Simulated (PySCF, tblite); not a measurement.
# C16H10N2: electronic excitations, NMR shifts, part 1 of 2

Wanted: electronic excitations, NMR shifts for C16H10N2 (`c1cc2ccc3cc4cccn4c4cn(c1)c2c34`).

Computed with tblite 0.8.0 and PySCF 2.14.0 and routines of our own; the level stands in each step. Atoms count from 0.

### 1 The starting structure

28 atoms, charge 0, multiplicity 1; geometry from: force field, distance geometry or constructed start.

### 2 Geometry optimisation with GFN2-xTB

Job settings and geometry (Å):

```
{"job": {"kind": "relax", "xc": "GFN2-xTB", "basis": "xTB"}, "charge": 0, "multiplicity": 1}
C     -3.791300    -1.307300    -0.101600
C     -3.672100     0.143500     0.172300
C     -2.449600     0.723400     0.245000
C     -2.092700     2.141200     0.500400
C     -0.781800     2.530300     0.533500
C      0.333500     1.578600     0.294000
C      1.670600     1.814900     0.284300
C      2.600300     0.719500     0.035200
C      3.977900     0.638900    -0.038500
C      4.321900    -0.708600    -0.316100
C      3.155900    -1.439000    -0.415200
N      2.104500    -0.588500    -0.202300
C      0.720600    -0.855300    -0.193200
C     -0.123300    -1.940300    -0.378900
N     -1.444300    -1.459600    -0.228300
C     -2.696800    -2.068300    -0.289300
C     -1.353500    -0.125600     0.031700
C     -0.066700     0.242300     0.050000
H     -4.794700    -1.727300    -0.139600
H     -4.578800     0.708600     0.331000
H     -2.894500     2.851500     0.680900
H     -0.523300     3.568900     0.722900
H      2.074500     2.809400     0.472600
H      4.656200     1.463700     0.094800
H      5.325700    -1.100900    -0.435900
H      2.982900    -2.487400    -0.609900
H      0.055800    -2.980900    -0.589600
H     -2.729000    -3.129200    -0.501600
```

On the command line:

```console
$ OMP_NUM_THREADS=1 python large_run.py task.json out
```

One launch serves the whole session: the jobs run in the order shown.

The log of the run:

```text
step      E/eV     max force
  0   -1230.39532    2.360
  1   -1230.67217    0.980
  2   -1230.72097    0.503
  3   -1230.75752    0.403
  4   -1230.79337    0.373
  5   -1230.80300    0.237
  6   -1230.80884    0.176
  7   -1230.81216    0.136
  8   -1230.81436    0.112
  9   -1230.81581    0.086
 10   -1230.81716    0.090
 11   -1230.81809    0.063
 12   -1230.81865    0.056
 13   -1230.81900    0.045
 14   -1230.81923    0.034
 15   -1230.81935    0.020
 16   -1230.81940    0.017
```

It took 0.24 s on 1 thread of Arm Neoverse V2, shared host.

Step by step:

```tsv
step	energy from step 0 (eV)	largest force (eV/Å)
0	0.0000	2.3598
1	-0.2768	0.9800
2	-0.3256	0.5032
3	-0.3622	0.4035
4	-0.3981	0.3730
5	-0.4077	0.2365
6	-0.4135	0.1759
7	-0.4168	0.1355
8	-0.4190	0.1114
9	-0.4205	0.0861
10	-0.4218	0.0905
11	-0.4228	0.0627
12	-0.4233	0.0559
13	-0.4237	0.0449
14	-0.4239	0.0339
15	-0.4240	0.0204
16	-0.4241	0.0171
```

Close pairs (by a distance rule), those that changed most:

```tsv
bond	before (Å)	after (Å)	change (Å)
C0–C1	1.481	1.409	-0.072
C4–C5	1.486	1.436	-0.050
C13–N14	1.414	1.367	-0.046
C6–C7	1.458	1.416	-0.042
C2–C3	1.484	1.443	-0.042
N11–C12	1.409	1.368	-0.041
C12–C17	1.372	1.406	+0.033
C1–C2	1.355	1.388	+0.033
```

The next job starts from the end point, and lists it.

### 3 Infrared spectrum with GFN2-xTB

Job settings and geometry (Å):

```
{"job": {"kind": "ir", "xc": "GFN2-xTB", "basis": "xTB"}, "charge": 0, "multiplicity": 1}
C     -3.763852    -1.253619    -0.090582
C     -3.710655     0.128469     0.178003
C     -2.462761     0.731734     0.244591
C     -2.067783     2.096143     0.496926
C     -0.767104     2.505507     0.523986
C      0.335166     1.612444     0.303209
C      1.700783     1.798528     0.284235
C      2.549099     0.693380     0.031620
C      3.937983     0.628337    -0.038610
C      4.293662    -0.692025    -0.312897
C      3.133573    -1.431411    -0.410137
N      2.079580    -0.610083    -0.205347
C      0.731920    -0.846412    -0.196872
C     -0.135288    -1.927723    -0.373527
N     -1.416796    -1.472470    -0.231194
C     -2.654430    -2.036894    -0.290202
C     -1.377776    -0.121574     0.032183
C     -0.068731     0.280937     0.057555
H     -4.730511    -1.731445    -0.143991
H     -4.622061     0.685548     0.324848
H     -2.853972     2.817028     0.670448
H     -0.546083     3.545819     0.719707
H      2.162453     2.758343     0.454971
H      4.604669     1.456835     0.096266
H      5.290341    -1.072593    -0.428872
H      2.993427    -2.475418    -0.609345
H      0.074712    -2.956865    -0.584326
H     -2.722107    -3.094104    -0.494118
```

The log of the run:

```text
mode    cm-1     km/mol
  1      72.2      0.10
  2     118.4      0.03
  3     185.8      0.99
  4     191.0      1.38
  5     234.0      0.16
  6     237.2      0.18
  7     316.4      0.02
  8     343.9      0.03
  9     384.8      0.12
 10     392.7      1.03
 11     429.8      0.16
 12     459.5      1.78
 13     502.1      0.24
 14     522.8      0.23
 15     547.6      1.76
 16     547.9      2.10
 17     570.9      0.00
 18     571.9      1.18
 19     592.5      1.57
 20     624.8      0.71
 21     661.3      7.04
 22     681.4     11.35
 23     697.4      0.01
 24     706.2      0.01
 25     720.2      3.80
 26     738.7     15.93
 27     752.6      0.41
 28     758.3     17.21
 29     769.1      0.77
 30     787.1      7.85
 31     810.8      2.11
 32     823.8      8.09
 33     836.9     20.51
 34     843.0      1.96
 35     844.9      3.55
 36     895.2      1.50
 37     912.5      0.57
 38     917.1      1.20
 39    1012.5     12.05
 40    1043.7      0.48
 41    1065.7     20.85
 42    1079.0      0.37
 43    1091.1      1.92
 44    1116.6      1.80
 45    1151.2      7.10
 46    1162.8      4.73
 47    1178.1      6.59
 48    1192.4      2.93
 49    1215.6     10.78
 50    1227.1      7.59
 51    1279.7      9.89
 52    1283.0     54.02
 53    1318.7     61.50
 54    1345.0     23.65
 55    1354.4     22.83
 56    1359.1      1.10
 57    1392.1     29.47
 58    1418.8     24.15
 59    1430.3      2.42
 60    1447.4     13.68
 61    1469.1      5.10
 62    1498.7      3.05
 63    1514.5      4.55
 64    1529.5     20.59
 65    1545.0     31.37
 66    1574.5     67.68
 67    1592.7     47.29
 68    1654.0      1.74
 69    3067.3     13.46
 70    3082.3     59.06
 71    3089.8     11.98
 72    3099.6     27.25
 73    3099.9     15.29
 74    3106.7     56.45
 75    3152.2     21.43
 76    3166.9     25.27
 77    3172.5     47.12
 78    3174.2     25.98
```

Wall time 2 s (1 thread of Arm Neoverse V2, shared host).

Which atoms move in the most intense modes:

```tsv
cm⁻¹	km/mol	atoms
1283	54.0	N14 21 %, C2 12 %, C13 12 %
1319	61.5	C7 40 %, N11 18 %
1545	31.4	C2 14 %, C1 13 %, C5 13 %
1574	67.7	C17 22 %, C12 14 %
1593	47.3	C12 25 %, N11 16 %
3082	59.1	H20 69 %, H21 22 %
3107	56.5	H19 48 %, H18 24 %, H27 19 %
3172	47.1	H23 39 %, H26 23 %, H25 17 %, H24 13 %
```

### 4 Electronic excitations: TDA PBE0/def2-SVP

Settings changed since step 3:

```diff
@@ -1,2 +1,2 @@
-{"job": {"kind": "ir", "xc": "GFN2-xTB", "basis": "xTB"}, "charge": 0, "multiplicity": 1}
+{"job": {"kind": "uv", "basis": "def2-SVP", "grid": 1, "kgrid": 0, "vcut": 1.5, "nstates": 6, "ntriplets": 2, "tda": true, "delta": ["ip_vertical"], "pop": true, "xc": "PBE0"}, "charge": 0, "multiplicity": 1}
 C     -3.763852    -1.253619    -0.090582
```

Level: TDA PBE0/def2-SVP, vertical, gas phase, core orbitals frozen in the response, virtual orbitals cut by energy.

The log of the run:

```text
start: PBE on a coarse grid of 24366 points
cycle   1  E = -723.5046094968  dE =  3.489e+00  |g| = 7.594e-01  |ddm| = 7.677e+00
cycle   2  E = -722.9595184163  dE =  5.451e-01  |g| = 1.540e+00  |ddm| = 2.967e+00
cycle   3  E = -723.5639044853  dE = -6.044e-01  |g| = 5.497e-01  |ddm| = 2.559e+00
cycle   4  E = -723.6561101270  dE = -9.221e-02  |g| = 2.202e-01  |ddm| = 1.075e+00
cycle   5  E = -723.6650200167  dE = -8.910e-03  |g| = 1.524e-01  |ddm| = 5.107e-01
cycle   6  E = -723.6721259707  dE = -7.106e-03  |g| = 5.038e-02  |ddm| = 2.692e-01
cycle   7  E = -723.6728841196  dE = -7.581e-04  |g| = 1.412e-02  |ddm| = 8.185e-02
cycle   8  E = -723.6729298056  dE = -4.569e-05  |g| = 6.682e-03  |ddm| = 2.697e-02
final grid: 107824 points
cycle   9  E = -723.8628450831  dE = -8.233e-03  |g| = 4.622e-02  |ddm| = 1.246e+00
cycle  10  E = -723.8623925224  dE =  4.526e-04  |g| = 5.978e-02  |ddm| = 1.538e-01
cycle  11  E = -723.8634113334  dE = -1.019e-03  |g| = 1.924e-02  |ddm| = 1.096e-01
cycle  12  E = -723.8635246186  dE = -1.133e-04  |g| = 3.870e-03  |ddm| = 2.933e-02
cycle  13  E = -723.8635270380  dE = -2.419e-06  |g| = 2.776e-03  |ddm| = 9.104e-03
cycle  14  E = -723.8635296534  dE = -2.615e-06  |g| = 4.943e-04  |ddm| = 3.780e-03
cycle  15  E = -723.8635276499  dE =  2.004e-06  |g| = 3.698e-04  |ddm| = 1.318e-03
cycle  16  E = -723.8635304629  dE = -2.813e-06  |g| = 7.323e-05  |ddm| = 5.831e-04
converged SCF energy = -723.8635304629
Vertical ionisation energy (delta-SCF) = 6.1486 eV   <S^2> = 0.782

Static polarisability (au): isotropic 212.713, principal 73.230 198.640 366.270

Singlet excitations
state   eV       nm        f      main configurations
  1   2.7723    447.2   0.31888   H->L 0.83, H->L+1 0.09
  2   3.4895    355.3   0.00896   H-1->L 0.80, H->L+1 0.14
  3   3.7461    331.0   0.09251   H-2->L 0.44, H->L+1 0.39
  4   4.3060    287.9   0.38043   H-2->L 0.36, H->L+1 0.24, H->L+3 0.10
  5   4.5629    271.7   0.02152   H->L+2 0.70, H-3->L 0.18
  6   4.9267    251.7   0.10960   H->L+3 0.44, H-3->L 0.26

Triplet excitations (Tamm-Dancoff, eV): 1.4910 2.8840
```

Wall time 49 s (1 thread of Arm Neoverse V2, shared host); peak memory 0.61 GiB.

The orbitals next to the gap, with their largest atomic shares:

```tsv
orbital	eV	atoms
HOMO−4	-8.06	C0 20 %, C9 16 %, C8 9 %
HOMO−3	-7.39	C4 27 %, C3 18 %, C16 13 %
HOMO−2	-6.54	C7 17 %, C9 17 %, C17 14 %
HOMO−1	-6.10	C13 29 %, C12 12 %, C8 12 %
HOMO	-4.77	C10 14 %, C6 13 %, C8 12 %
LUMO	-1.79	C1 14 %, C4 14 %, C6 14 %
LUMO+1	-0.34	C0 20 %, C16 13 %, C15 10 %
LUMO+2	0.51	C3 16 %, C13 13 %, N14 11 %
LUMO+3	1.04	C12 13 %, C17 13 %, C9 12 %
```

With each of the 6 states as a Gaussian band of 0.4 eV half-width at 1/e, the curve within the window shown has maxima at 447 nm (ε 13,000), 287 nm (ε 17,000) L/(mol cm). Beyond the last state computed it falls off for lack of states. The curve at chosen wavelengths:

nm, ε (L/mol/cm) and a bar:
```
      237       2661 ##
      250       5855 #########
      264      10002 #################
      277      15142 ###########################
      290      16785 ##############################
      304      13242 #######################
      317       9107 ###############
      330       6329 ##########
      344       4498 ######
      357       3504 ####
      370       3384 ####
      384       4489 ######
      397       6514 ##########
      410       8968 ###############
      423      11171 ###################
      437      12637 ######################
      450      12904 ######################
      463      12202 #####################
      477      10684 ##################
      490       8925 ###############
      503       7125 ###########
      517       5358 ########
      530       3980 #####
      543       2881 ###
      557       1987 #
      570       1382
```

Leading natural transition orbitals of singlet state 4: the hole lies on C7, C9, C10 about 17 % each; C5 8 %; N11 7 %; the particle on C1, C6 about 14 % each; N14 10 %; C5, C16 about 8 % each.

Leading natural transition orbitals of singlet state 1: the hole lies on C8, C10 about 13 % each; C6, C17 about 10 % each; C1, C5, C15 about 6 % each; the particle on C4, C15 about 15 % each; C2, C3 about 10 % each; C1, C6 about 7 % each.

Further results of this job:

```tsv
property	computed
dipole moment (D)	2.35
polarisability (Å³)	31.52
HOMO–LUMO gap (eV)	2.98
−ε(HOMO) (eV)	4.77
```

The fields below are evaluated on a grid from the run's orbitals.

Frontier orbitals at PBE0/def2-SVP, with the share of their density that lies nearest to each atom:

```tsv
orbital	energy (eV)	lies on
HOMO	-4.77	C6, C8, C10 about 11 % each; C1, C5, C15 about 7 % each
LUMO	-1.79	4 C atoms about 11 % each; C2, C3 about 8 % each
```

ELF in a plane through or near 28 of the atoms.

Values, 10 rows by 14 columns:
```
0.00 0.00 0.00 0.00 0.00 0.00 0.00 0.00 0.00 0.00 0.00 0.00 0.00 0.00
0.00 0.00 0.00 0.00 0.00 0.00 0.00 0.60 0.01 0.00 0.00 0.00 0.00 0.00
0.00 0.00 0.00 0.00 0.40 0.94 0.01 1.00 0.11 0.97 0.71 0.00 0.00 0.00
0.00 0.00 0.46 0.70 0.12 0.93 0.64 0.56 0.72 0.80 0.03 0.06 0.00 0.00
0.00 0.00 0.70 0.97 0.77 0.88 0.41 0.67 0.34 0.38 0.65 1.00 0.08 0.00
0.00 0.01 0.31 0.74 0.15 0.60 0.57 0.55 0.43 0.13 0.76 0.07 0.00 0.00
0.00 0.22 1.00 0.57 0.36 0.47 0.60 0.30 0.44 0.23 0.44 1.00 0.37 0.00
0.00 0.00 0.03 0.01 0.99 0.76 0.44 0.98 0.03 1.00 0.22 0.17 0.00 0.00
0.00 0.00 0.00 0.00 0.02 0.00 0.08 0.59 0.00 0.84 0.06 0.00 0.00 0.00
0.00 0.00 0.00 0.00 0.00 0.00 0.00 0.00 0.00 0.00 0.00 0.00 0.00 0.00
```
The map spans 15.7 Å across and 12.5 Å up, centred on the molecule. Atoms in the plane (x, y in Å): C0 (3.8, -1.1), C1 (3.7, 0.3), C2 (2.4, 0.8), C3 (2.0, 2.2), C4 (0.7, 2.6), C5 (-0.4, 1.6), C6 (-1.8, 1.8), C7 (-2.6, 0.6), C8 (-4.0, 0.5), C9 (-4.3, -0.9), C10 (-3.1, -1.6), N11 (-2.1, -0.7), C12 (-0.7, -0.9), C13 (0.2, -2.0), N14 (1.5, -1.5), C15 (2.7, -2.0), C16 (1.4, -0.1), C17 (0.1, 0.3), H18 (4.8, -1.6), H19 (4.6, 0.9), H20 (2.8, 3.0), H21 (0.4, 3.6), H22 (-2.2, 2.7), H23 (-4.6, 1.3), H24 (-5.3, -1.3), H25 (-2.9, -2.6), H26 (0.0, -3.0), H27 (2.8, -3.1).

log10 of the density (e/Å³) in the same plane.

Ten even steps from '0' (-4.0) to '9' (2.1):
```
0000000000000000000000000000
0000000000000011000000000000
0000000000001232211100000000
0000000012222455333320000000
0000000134433566445431000000
0000122245654567667542100000
0001344346666677786533210000
0002456556787865666545431000
0002466666666665677666642000
0012456867655776766786542000
0013466666766767865676431000
0024668767877766765686542000
0024566687656677977766643100
0013444566545676667655532000
0001223466434665457643321000
0000001344323454345532100000
0000000122112332233321000000
0000000000000110011100000000
0000000000000000000000000000
0000000000000000000000000000
```
The map spans 15.7 Å across and 12.5 Å up, centred on the molecule. Atoms in the plane (x, y in Å): C0 (3.8, -1.1), C1 (3.7, 0.3), C2 (2.4, 0.8), C3 (2.0, 2.2), C4 (0.7, 2.6), C5 (-0.4, 1.6), C6 (-1.8, 1.8), C7 (-2.6, 0.6), C8 (-4.0, 0.5), C9 (-4.3, -0.9), C10 (-3.1, -1.6), N11 (-2.1, -0.7), C12 (-0.7, -0.9), C13 (0.2, -2.0), N14 (1.5, -1.5), C15 (2.7, -2.0), C16 (1.4, -0.1), C17 (0.1, 0.3), H18 (4.8, -1.6), H19 (4.6, 0.9), H20 (2.8, 3.0), H21 (0.4, 3.6), H22 (-2.2, 2.7), H23 (-4.6, 1.3), H24 (-5.3, -1.3), H25 (-2.9, -2.6), H26 (0.0, -3.0), H27 (2.8, -3.1).

On the surface of density 0.002 e/bohr³ the electrostatic potential runs, from the 1st to the 99th percentile, from -0.97 V near C8 to 1.30 V near H27.

(Continued in part 2 of 2.)
